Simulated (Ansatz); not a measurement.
# ZrH2+ (sextet): wave-function methods side by side, def2-QZVPP

One table from this session's results is given with a row withheld; the runs are named, their logs left out.

Computed with Ansatz 0.2.0, Gaussian basis. Level: def2-QZVPP, core rule «outside noble gas», up to 4 orbitals frozen.

The runs, in order: UHF; ROHF; CCSD(T) on UHF.

## The geometry

The geometry is a PBE0/def2-TZVP stationary point (not a proven minimum) of the parent state, kept for this charge and spin. No spin-orbit coupling is included. Elements past krypton take def2 core potentials.

3 atoms, charge 1, spin multiplicity 6.

Atoms are counted from 1 here; the program's logs count them from 0.

Bond lengths: Zr1–H2 1.969 Å, Zr1–H3 1.969 Å. Angles: H2–Zr1–H3 180.0°.

Geometry (Å):

```
Zr    0.0000    0.0000    0.0000
H     0.0000    0.0000   -1.9688
H     0.0000    0.0000    1.9688
```

The first run:

File in.yaml:

```yaml
crystal:
  periodic: [false, false, false]
  atoms:
    - {symbol: Zr, position_ang: [0.000000, 0.000000, 0.000000]}
    - {symbol: H, position_ang: [0.000000, 0.000000, -1.968800]}
    - {symbol: H, position_ang: [0.000000, 0.000000, 1.968800]}
basis:
  gaussian: {orbitals: "def2-QZVPP.json"}
total_charge: 1
magnetization: {spin_polarized: true, initial_magnetization: 5}
hamiltonian: {xc: hf}
output: {orbitals: {seedname: orbitals}}
```

The run is started by

```console
> ansatz run in.yaml --threads 1 --pin off --events-out ev --progress --plain --max-ram 2816MiB --backend cpu
```

Among the steps run: UHF; ROHF; CCSD(T) on UHF.

One table of the session follows, with a row left open; its other results are not shown here.

| method | from UCCSD(T) (meV) |
| --- | --- |
| ROHF | +1042.7 |
| UHF | ? |
| UMP2 | +226.3 |
| UCCSD | +15.9 |
| UCCSD(T) | 0 |

Estimate the missing values for UHF.

As computed: from UCCSD(T) (meV): +909.6. In the column «from UCCSD(T) (meV)» it lies between UMP2 (+226.3) and ROHF (+1042.7).
